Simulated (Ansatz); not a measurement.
Predict the output of the script below (Ansatz's Python interface).

The script, `run_formation.py`:
```python
# -*- coding: utf-8 -*-
"""Is RbRhO3 bound against its elements, after relaxing cells and atoms."""

from collections import Counter
import warnings

import ansatz as az
import numpy as np

FUNCTIONAL = "PBEsol"
KSPACING = 0.16
FILLING = "cold"
SIGMA = 0.05

PHASES = {
    "RbRhO3": (
        [(4.04271, 0.0, 0.0), (0.0, 4.04271, 0.0), (0.0, 0.0, 4.04271)],
        [
            ("Rb", (0.0, 0.0, 0.0)),
            ("Rh", (0.5, 0.5, 0.5)),
            ("O", (0.5, 0.5, 0.0)),
            ("O", (0.5, 0.0, 0.5)),
            ("O", (0.0, 0.5, 0.5)),
        ],
    ),
    "Rb": (
        [(-2.8025, 2.8025, 2.8025), (2.8025, -2.8025, 2.8025), (2.8025, 2.8025, -2.8025)],
        [
            ("Rb", (0.0, 0.0, 0.0)),
        ],
    ),
    "Rh": (
        [(0.0, 1.89785, 1.89785), (1.89785, 0.0, 1.89785), (1.89785, 1.89785, 0.0)],
        [
            ("Rh", (0.0, 0.0, 0.0)),
        ],
    ),
    "O2": (
        [(9.0, 0.0, 0.0), (0.0, 9.5, 0.0), (0.0, 0.0, 10.0)],
        [
            ("O", (0.5, 0.5, 0.4385)),
            ("O", (0.5, 0.5, 0.5615)),
        ],
    ),
}
MOMENTS = {"Rh": 0.5}  # parallel starting moments in muB


def build(vectors, sites):
    crystal = az.Crystal(lattice=az.Lattice.of(vectors))
    for symbol, position in sites:
        crystal = crystal.atom(symbol, position)
    return crystal

POLARISED = {"RbRhO3", "O2"}

GASES = {"O2"}


def run_phase(name, crystal):
    calc = (
        crystal.calculation()
        .functional(FUNCTIONAL)
        .basis(16 * az.Ha)
        .kpoints(spacing=KSPACING)
        .occupations(FILLING, width=SIGMA)
        .stress()
    )
    if name in POLARISED:
        calc = calc.spin("collinear")
    if name in GASES:
        return calc.kpoints(1, 1, 1).relax(force_tolerance=0.03).run()
    calc = calc.relax(force_tolerance=0.03, cell=True)
    return calc.run()


def counts(outcome):
    return Counter(site.symbol for site in outcome.lattice.sites)

def formation_energy(outcome, mu):
    n = counts(outcome)
    return (outcome.report["energy_sigma0_ev"] - sum(k * mu[element] for element, k in n.items())) / sum(n.values())


def volume_per_atom(outcome):
    return abs(np.linalg.det(outcome.lattice.cell_ang)) / len(outcome.lattice.sites)

warnings.simplefilter("ignore", az.DeckWarning)

phases = {name: build(*cell) for name, cell in PHASES.items()}
for name in ["RbRhO3"]:
    phases[name] = phases[name].moments({e: m for e, m in MOMENTS.items() if e in phases[name].species()})
phases["O2"] = phases["O2"].moments(O=1.0)

done = {name: run_phase(name, crystal) for name, crystal in phases.items()}

# chemical potentials of the elements at zero temperature
references = {"Rb": "Rb", "Rh": "Rh", "O": "O2"}
mu = {element: done[name].report["energy_sigma0_ev"] / len(done[name].lattice.sites) for element, name in references.items()}

target = done["RbRhO3"]
heat = formation_energy(target, mu)
n = counts(target)
print("cell content:", dict(n), " volume", round(volume_per_atom(target), 3), "A^3/atom")
print("formation energy", round(heat, 4), "eV/atom,", round(heat * sum(n.values()), 4), "eV per cell")
print("bound against the elements" if heat < 0 else "unbound against the elements")
# gas references are bare DFT energies, without zero-point or fitted corrections
```

Running `python run_formation.py` prints:
```text
cell content: {<Element.RB: 'Rb'>: 1, <Element.RH: 'Rh'>: 1, <Element.O: 'O'>: 3}  volume 12.355 A^3/atom
formation energy -0.802 eV/atom, -4.0102 eV per cell
bound against the elements
```

What to keep in mind:
- The magnetic order follows from the starting moments and needn't be the lowest.
- For the metals among these phases the mesh is modest: differences between phases can be off by up to 40 meV an atom.
- The program warned that this SCF threshold is loose for forces or stresses.
- The cells come from databases of deposited and of computed structures, and not all need be stable phases.
- The compound is the structure given, not necessarily its lowest; energies are at zero temperature, with no correction for gases. Magnetic phases start from parallel moments and may not end in their lowest magnetic state. A semilocal functional's error on such energies is often 0.05 to 0.1 eV an atom, and 0.1 to 0.3 eV against gases such as O2 or F2.
- The script silences the warnings on its input, which a real study should read.
- It ran for 2.1 min on 1 thread of Arm Neoverse V1, on a shared host, peak memory 0.83 GiB.
